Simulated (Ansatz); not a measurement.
# BH5LiOSi: the cost of one run

All numbers below are computed with Ansatz 0.2.0 (RKS PBE/def2-SVPD).

## (1) The system as given

Bond lengths: Li1–B2 2.180 Å, B2–O3 1.421 Å, B2–Si4 2.011 Å, O3–H5 0.988 Å, O3–H6 0.966 Å, Si4–H7 1.500 Å, Si4–H8 1.463 Å, Si4–H9 1.464 Å. Angles: Li1–B2–O3 131.4°, Li1–B2–Si4 124.2°, O3–B2–Si4 104.4°, B2–O3–H5 119.2°, B2–O3–H6 126.3°, H5–O3–H6 114.5°, B2–Si4–H7 102.3°, B2–Si4–H8 114.8°, B2–Si4–H9 114.6°, H7–Si4–H8 107.6°, H7–Si4–H9 107.4°, H8–Si4–H9 109.4°.

As a file:

```xyz
9

Li   -2.4800    1.3232   -1.0239
B    -0.6093    0.6329   -0.1439
O     0.3572    1.3017    0.6544
Si    0.1146   -1.2326   -0.3482
H     1.1559    0.8069    0.9605
H     0.3232    2.2237    0.9417
H     1.3883   -1.1703    0.4417
H    -0.7190   -2.2826    0.2376
H     0.4691   -1.6028   -1.7199
```

## (2) Relaxing end A

Contents of input.yaml:

```yaml
crystal:
  periodic: [false, false, false]
  atoms:
    - { symbol: Li, position_ang: [-2.47995, 1.32319, -1.0239] }
    - { symbol: B, position_ang: [-0.60929, 0.63287, -0.14392] }
    - { symbol: O, position_ang: [0.35715, 1.30171, 0.65442] }
    - { symbol: Si, position_ang: [0.11459, -1.23256, -0.34822] }
    - { symbol: H, position_ang: [1.15591, 0.80686, 0.96054] }
    - { symbol: H, position_ang: [0.32322, 2.22367, 0.94173] }
    - { symbol: H, position_ang: [1.3883, -1.1703, 0.44174] }
    - { symbol: H, position_ang: [-0.71899, -2.28265, 0.23755] }
    - { symbol: H, position_ang: [0.46906, -1.60279, -1.71994] }
total_charge: 1
basis:
  gaussian: { orbitals: def2-SVPD }
hamiltonian:
  xc: pbe
relax:
  f_tol: 0.02
  max_steps: 50
```

Run with:

```console
> ansatz run input.yaml --threads 2 --pin off --max-ram 3072MiB --backend cpu --events-out ev --progress --plain --runs-dir out
```

**Question.** How long does this run take on 2 threads of Intel Xeon Platinum 8488C (Sapphire Rapids), shared host, and how much memory does it need?

About 20 s, with a peak of 0.17 GiB.
